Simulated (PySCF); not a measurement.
# CuH2S2 (Cu(SH)2): the cost of one run

Computed with PySCF 2.14.0 and routines of our own; the level stands in each step. Atoms count from 0.

## 1. The starting structure

5 atoms, charge 0, states of the metal's open shell are computed; geometry from: model geometry, bond lengths from ionic radii.

## 2. Ligand-field states: state-averaged CASSCF

Job settings and geometry (Å):

```
{"job": {"kind": "lf", "basis": {"metal": "x2c-TZVPall", "ligand": "x2c-SVPall"}, "nevpt": true}, "charge": 0, "metal": "Cu", "open_shell": "d9"}
Cu     0.000000     0.000000     0.000000
S      0.000000     0.000000     2.230000
H      1.320000     0.000000     2.480000
S      0.000000     0.000000    -2.230000
H     -1.320000     0.000000    -2.480000
```

Level: state-averaged CASSCF of the metal d shell, SC-NEVPT2 on the averaged canonical orbitals, state-interaction spin-orbit coupling.

Launch:

```
$ OMP_NUM_THREADS=1 python lf_run.py task.json out
```

The driver reads the jobs from task.json and runs them one after another.

Q: Estimate the wall time and peak memory of this first job on 1 thread of Arm Neoverse V1, shared host.

About 3.3 s, with a peak of 0.25 GiB.
